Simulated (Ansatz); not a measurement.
**GeH₄Br (doublet): wave-function methods side by side at distance Br1–H2 along a hydrogen transfer = 1.741 Å, cc-pVDZ**

How much of the correlation energy of GeH₄Br (doublet) does each wave-function method recover here?

Program: Ansatz 0.2.0, Gaussian basis. Level of theory: cc-pVDZ, core rule «outside noble gas», up to 28 orbitals frozen. These are calculated values, not measurements.

The runs, in order: UHF; CCSD(T) on ROHF; CCSD(T) on UHF; BCCD(T) on ROHF; CISD; CCSDT(Q) on ROHF; CCSDT(Q) on UHF; CASSCF and MRCISD+Q, 3 electrons in 3 orbitals; CASSCF and NEVPT2, 3 electrons in 3 orbitals; CASSCF and MRCISD+Q, 15 electrons in 12 orbitals; CASSCF and NEVPT2, 15 electrons in 12 orbitals.

### 1 The geometry

The geometry derives from fragments relaxed apart (PBE0/def2-TZVP) and kept rigid, so it is no stationary point. A hydrogen atom is moved between rigid fragments. No spin-orbit coupling is included. The filled d shell of Br, Ge may be among the frozen orbitals whatever the setting's name suggests; the logs give the count.

6 atoms, charge 0, spin multiplicity 2.

Atoms are counted from 1 here; the program's logs count them from 0.

Bond lengths: Br1–H2 1.741 Å, H2–Ge3 1.658 Å, Ge3–H4 1.539 Å, Ge3–H5 1.539 Å, Ge3–H6 1.539 Å. Angles: Br1–H2–Ge3 180.0°, H2–Ge3–H4 107.7°, H2–Ge3–H5 107.7°, H2–Ge3–H6 107.7°, H4–Ge3–H5 111.2°, H4–Ge3–H6 111.2°, H5–Ge3–H6 111.2°.

As a file:

```
Br   -1.66280    0.00000    0.00000
H     0.07820    0.00000    0.00000
Ge    1.73620    0.00000    0.00000
H     2.20487   -1.46592    0.00000
H     2.20487    0.73296   -1.26952
H     2.20487    0.73296    1.26952
```

### 2 UHF

in.yaml reads:

```yaml
crystal:
  periodic: [false, false, false]
  atoms:
    - {symbol: Br, position_ang: [-1.662795, 0.000000, -0.000001]}
    - {symbol: H, position_ang: [0.078205, 0.000000, 0.000000]}
    - {symbol: Ge, position_ang: [1.736205, 0.000000, 0.000001]}
    - {symbol: H, position_ang: [2.204874, -1.465915, 0.000001]}
    - {symbol: H, position_ang: [2.204875, 0.732957, -1.269519]}
    - {symbol: H, position_ang: [2.204874, 0.732957, 1.269520]}
basis:
  gaussian: {orbitals: cc-pVDZ}
magnetization: {spin_polarized: true, initial_magnetization: 1}
hamiltonian: {xc: hf}
output: {orbitals: {seedname: orbitals}}
```

Command:

```console
$ ansatz run in.yaml --threads 1 --pin off --events-out ev --progress --plain --max-ram 4096MiB --backend cpu
```

The runs that follow: CCSD(T) on ROHF; CCSD(T) on UHF; BCCD(T) on ROHF; CISD; CCSDT(Q) on ROHF; CCSDT(Q) on UHF; CASSCF and MRCISD+Q, 3 electrons in 3 orbitals; CASSCF and NEVPT2, 3 electrons in 3 orbitals; CASSCF and MRCISD+Q, 15 electrons in 12 orbitals; CASSCF and NEVPT2, 15 electrons in 12 orbitals.

Q: Predict the results of all the runs planned. Wanted: UCCSDT(Q) below the RHF energy; RMP2 from UCCSDT(Q); UMP2 from UCCSDT(Q); RCCSD from UCCSDT(Q); RCCSD(T) from UCCSDT(Q); UCCSD(T) from UCCSDT(Q); RCCSDT(Q) from UCCSDT(Q); NEVPT2 pair from UCCSDT(Q); MRCISD+Q pair from UCCSDT(Q).

The runs gave:

| quantity | value |
| --- | --- |
| UCCSDT(Q) below the RHF energy | -7.4904 eV |
| RMP2 from UCCSDT(Q) | +1254.7 meV |
| UMP2 from UCCSDT(Q) | +1297.0 meV |
| RCCSD from UCCSDT(Q) | +170.3 meV |
| RCCSD(T) from UCCSDT(Q) | +34.8 meV |
| UCCSD(T) from UCCSDT(Q) | +33.4 meV |
| RCCSDT(Q) from UCCSDT(Q) | +1.9 meV |
| NEVPT2 pair from UCCSDT(Q) | +1249.0 meV |
| MRCISD+Q pair from UCCSDT(Q) | +62.3 meV |
| NEVPT2 valence from UCCSDT(Q) | +1426.5 meV |
| levels within 1 kcal/mol (43 meV) | RCCSD(T), UCCSD(T), BCCD(T), RCCSDT, UCCSDT, RCCSDT(Q), MRCISD+Q valence |
| T1 diagnostic | 0.017 |
| effectively unpaired electrons | 1.02 |

In words: RCCSD(T) lands +34.8 meV from the yardstick (0.5 % of the correlation energy). One determinant dominates. Of the multireference levels listed MRCISD+Q valence comes nearest in total energy (+36.3 meV), which doesn't show that its space is the better one. These misses are within one basis, not against nature; the frozen cores of restricted and unrestricted runs differ, which can shift their rows.
